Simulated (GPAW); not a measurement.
The system is HPbNO4.

```
H Pb N O
1.0
     4.27531   -0.00040    0.00636
    -2.08399    5.20775   -0.04907
    -2.12377   -1.86574    4.91491
H Pb N O
1 1 1 4
Direct
  0.99073 0.03330 0.90994
  0.50274 0.81989 0.14287
  0.00838 0.47408 0.50265
  0.99816 0.92741 0.02877
  0.19467 0.73435 0.60852
  0.81673 0.35882 0.24556
  0.01381 0.33121 0.65217
```

The cell was built by a generator and needn't be a form met in nature.

Program: GPAW 26.7.0. Alike in all runs: task band structure; no spin polarisation; cell as given; k mesh 6 × 4 × 4; cutoff (eV) 800; smearing fermi-dirac 0.05 eV.

Task: Order these runs on this cell by their pressure, lowest first.
A. level PBE; potentials or basis GPAW PAW data sets (gpaw-data 1.2.1), pw
B. level PBEsol; potentials or basis PAW data sets generated in the run's folder for this functional, pw
C. level LDA; potentials or basis the program's PAW data sets (release 1.2.1) made for this functional, pw

Result: C (-5.5 GPa), B (-2.8 GPa), A (-0.3 GPa).
